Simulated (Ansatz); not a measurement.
This script makes a ranking of structure types by relaxed energy of Ti on several prototypes with the Ansatz DFT code, driven from Python.

The script, `ti.py`:
```python
import ansatz
import numpy as np
import spglib


def diamond(a_site, a):
    return (
        ansatz.Lattice.fcc(a)
        .space_group(227, origin_choice=1)
        .atom(a_site, [0, 0, 0])
        .primitive()
    )


def fcc(a_site, a):
    return (
        ansatz.Lattice.fcc(a)
        .space_group(225)
        .atom(a_site, [0, 0, 0])
        .primitive()
    )


def hcp(A, a):
    return (
        ansatz.Lattice.from_parameters(a, a, 1.633 * a, alpha=90, beta=90, gamma=120)
        .space_group(194)
        .atom(A, [1 / 3, 2 / 3, 0.25])
    )


def sc(first, a):
    return (
        ansatz.Lattice.cubic(a)
        .space_group(221)
        .atom(first, [0, 0, 0])
    )


def bcc(first, a):
    return ansatz.Crystal.bcc(first, a=a)


def compute(name, crystal):
    calc = (
        crystal.calculation()
        .functional("PBEsol")
        .basis(24 * ansatz.Ry)
        .mixing("msr1", beta=0.2)
        .scf(tolerance=1e-06)
        .kpoints(spacing=0.39)
        .occupations("fermi_dirac", width=0.1)
        .stress()
        .band_table()
    )
    calc = calc.relax(force_tolerance=0.02, cell=True)
    return calc.run()


def pressure_gpa(outcome):
    return float(np.trace(outcome.report["stress_gpa"]) / 3)


def space_group(outcome):
    sites = outcome.report["lattice"]["sites"]
    kinds = sorted({site["symbol"] for site in sites})
    cell = (outcome.lattice.cell_ang, [site["position_frac"] for site in sites], [kinds.index(site["symbol"]) for site in sites])
    return spglib.get_spacegroup(cell, symprec=0.01)

phases = {}
phases["diamond"] = diamond("Ti", 5.68)
phases["fcc"] = fcc("Ti", 4.13)
phases["hcp"] = hcp("Ti", 2.92)
phases["sc"] = sc("Ti", 2.69)
phases["bcc"] = bcc("Ti", 3.28)

done = {}
for name, crystal in phases.items():
    done[name] = compute(name, crystal)
    print(f"{name}: {done[name].report['energy_sigma0_ev']:.4f} eV, {len(done[name].lattice.sites)} atoms")

energy = {name: o.report["energy_sigma0_ev"] / len(o.lattice.sites) for name, o in done.items()}
lowest = min(energy.values())
rows = [(name, len(o.lattice.sites), 1000 * (energy[name] - lowest), pressure_gpa(o), space_group(o)) for name, o in done.items()]
rows.sort(key=lambda row: row[2])
print("     phase       atoms  dE (meV/atom)     P (GPa)  space group")
for row in rows:
    print(f"{str(row[0]):>10}  {row[1]:10d}  {row[2]:13.1f}  {row[3]:10.2f}  {str(row[4]):>11}")
print("lowest in energy:", rows[0][0])
```

Which of these structures comes out lowest, and how far apart are they?

By space group at the end of each run: P6_3/mmc (+0 meV an atom, 16.7 Å³), Fm-3m (+60 meV an atom, 16.7 Å³), Im-3m (+116 meV an atom, 16.7 Å³), Pm-3m (+859 meV an atom, 17.5 Å³) and Fd-3m (+2382 meV an atom, 21.1 Å³).

The run itself:

```console
$ python ti.py
DeckWarning: basis.ecutwfc = 326.536634951856 eV is below the records' recommended 420 eV, and the density's cutoff is lower with it unless basis.ecutrho_ratio is high enough to keep the records' density cutoff: compare with a run at a higher cutoff
DeckWarning: scf.convergence.dr2_threshold = 1e-6 eV is looser than this run's default, which is 1e-7 eV or tighter. The error in the forces grows as the threshold's square root, so leave the key out unless less accurate forces are enough
DeckWarning: relax.cell: scf.convergence.dr2_threshold = 1e-6 eV is looser than the 2e-10 eV advised for a relaxation that steers and ends on the stress (1e-10 eV for each atom of the cell: 2). What an SCF threshold leaves in a stress goes as its square root, and in the free energy as the threshold itself, and one threshold admits the most on a small cell: of the crystals measured, under no hybrid functional and no lock of the moments, on runs that ended without the residual-converged pass, on [...]
diamond: -4942.9525 eV, 2 atoms
DeckWarning: relax.cell: scf.convergence.dr2_threshold = 1e-6 eV is looser than the 1e-10 eV advised for a relaxation that steers and ends on the stress (1e-10 eV for each atom of the cell: 1). What an SCF threshold leaves in a stress goes as its square root, and in the free energy as the threshold itself, and one threshold admits the most on a small cell: of the crystals measured, under no hybrid functional and no lock of the moments, on runs that ended without the residual-converged pass, on [...]
fcc: -2473.7992 eV, 1 atoms
hcp: -4947.7175 eV, 2 atoms
sc: -2472.9998 eV, 1 atoms
bcc: -2473.7432 eV, 1 atoms
     phase       atoms  dE (meV/atom)     P (GPa)  space group
       hcp           2            0.0       -0.00  P6_3/mmc (194)
       fcc           1           59.6       -0.01  Fm-3m (225)
       bcc           1          115.5       -0.03  Im-3m (229)
        sc           1          859.0       -0.05  Pm-3m (221)
   diamond           2         2382.5       -0.02  Fd-3m (227)
lowest in energy: hcp
```
(Warnings from the package without file and line, shortened.)

What to keep in mind:
- These settings explore the input space; cutoff and mesh may be short of convergence.
- The cutoff lies under the one recommended for these potentials.
- Under the recommended cutoff a pressure can be off by several GPa, even in sign.
- For the metals among these phases the mesh is modest: differences between phases can be off by up to 40 meV an atom.
- Pressure is positive in compression.
- The cells are built on prototypes, so most aren't the phase found in nature. Rows bear the name of their start, and a relaxation keeps or raises the symmetry. Differences under about 40 meV an atom lie within the error of mesh and functional.
- Finished in 19 s on 1 thread of Arm Neoverse V2, on a shared host, peak memory 0.35 GiB.
